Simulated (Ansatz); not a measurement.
HfGe, 2 atoms in the cell. Symmetry: P4/mmm, No. 123, tetragonal system. The conventional cell has a = 3.348 Å, b = 3.348 Å, c = 4.108 Å, α = 90.00°, β = 90.00°, γ = 90.00°. Hf (site symmetry 4/mmm) has 4 Ge at 2.37 Å as nearest neighbours. Ge (site symmetry 4/mmm) has 4 Hf at 2.37 Å as nearest neighbours. The cell was built by a generator and needn't be a form met in nature. The cell isn't the ideal one: strained by +4 %.

* Program: Ansatz 0.2.0
* Task: single point
* Functional: PBE
* Potentials or basis: Ansatz PAW
* Cutoff: 420 eV (not typed: the program's choice for these potentials)
* k mesh: 8 × 8 × 7
* Occupations: fermi-dirac, width 0.05 eV
* Spin: no spin polarisation

Potentials or basis: Ansatz PAW.

Command:

```bash
$ ansatz run input.yaml --threads 2 --pin off --max-ram 5632MiB --backend cpu --events-out ev --progress --plain --runs-dir out
```

Hardware: 2 threads of Arm Neoverse V1, with other jobs on the host.

Task: How long does it take, and how much memory?

Result: It took 2.1 s on 2 threads of Arm Neoverse V1, with other jobs on the host, peak memory 0.36 GiB. Counts: scf iterations 8, plane waves 901, k points 60, bands 24.
